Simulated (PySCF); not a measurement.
**TaO2: structure of the doublet**

Aim: relax TaO2 as a doublet from a bent start, check by its vibrations whether the end is a minimum, and collect its spectrum and constants.

Computed with PySCF 2.14.0. Level: PBE0, basis Ta def2-TZVP with ECP60, O def2-TZVP, scalar-relativistic core potentials, no spin–orbit coupling, density fitting.

### Step 1. Where the work starts

3 atoms, charge 0, spin multiplicity 2.

Bond lengths: Ta1–O2 1.830 Å, Ta1–O3 1.830 Å. Angles: O2–Ta1–O3 110.0°.

```xyz
3
charge 0 multiplicity 2
Ta    0.0000    0.0000    0.0000
O     1.4990    0.0000    1.0496
O    -1.4990    0.0000    1.0496
```

### Step 2. First SCF at the start

One driver script runs all steps and calls PySCF; scf.py shows how it sets up the SCF of each step. The optimiser is the driver's own. After this first run the driver tries any further starts and a stability analysis.

scf.py

```python
from pyscf import gto, scf, dft
mol = gto.M(atom='''
Ta     0.000000     0.000000     0.000000
O      1.499000     0.000000     1.049600
O     -1.499000     0.000000     1.049600''',
    basis={'Ta': 'def2-TZVP', 'O': 'def2-TZVP'},
    ecp={'Ta': 'def2-TZVP'},
    charge=0, spin=1)
mf = dft.UKS(mol, xc='PBE0')
mf.grids.atom_grid = (50, 194)
aux = {'Ta': 'def2-universal-JKFIT', 'O': 'def2-universal-JKFIT'}
mf = mf.density_fit(auxbasis=aux)
mf.conv_tol = 1e-08
mf.diis_space = 10
mf.max_cycle = 60
mf.init_guess = 'minao'
mf.verbose = 4
mf.kernel()
```

Run with:

```sh
OMP_NUM_THREADS=4 python axn.py task.json out
```

The runs that follow: Relaxing the doublet from the bent start; Vibrations and properties at this point.

**Question.** What will these runs give? Wanted: minimum; geometry; wavenumbers; dipole moment; highest occupied, lowest empty level; polar-tensor charge of Ta1; zero-point energy; atomisation energy; ⟨S²⟩.

**Answer**, as computed:

| quantity | value |
| --- | --- |
| minimum | doublet, C2v |
| geometry | Ta–O 1.719 Å (×2); O–Ta–O 105.5° |
| wavenumbers (cm⁻¹) | 345 (a1), 960 (b2), 1026 (a1) |
| dipole moment | 5.53 D |
| highest occupied, lowest empty level (either spin) | -6.66, -3.46 eV |
| polar-tensor charge of Ta1 | +1.56 e |
| zero-point energy | 13.9 kJ/mol |
| entropy at 298.15 K | 279.8 J/(mol K) |
| atomisation energy (no zero-point energy) | 1418 kJ/mol |
| ⟨S²⟩ | 0.760 |

What this shows: The molecule stays C2v, as typed, and the end point is a minimum. The strongest infrared band lies at 960 cm⁻¹ (b2, stretch). With 5.5 D the molecule is strongly polar. Most of the spin sits on Ta1 (Mulliken spin 1.20, against 1 for the whole molecule). Other starts or spin states, not run here, may lie lower. One determinant may miss the lowest occupation of an open d or f shell. With an element this heavy the missing spin–orbit coupling can shift these numbers.
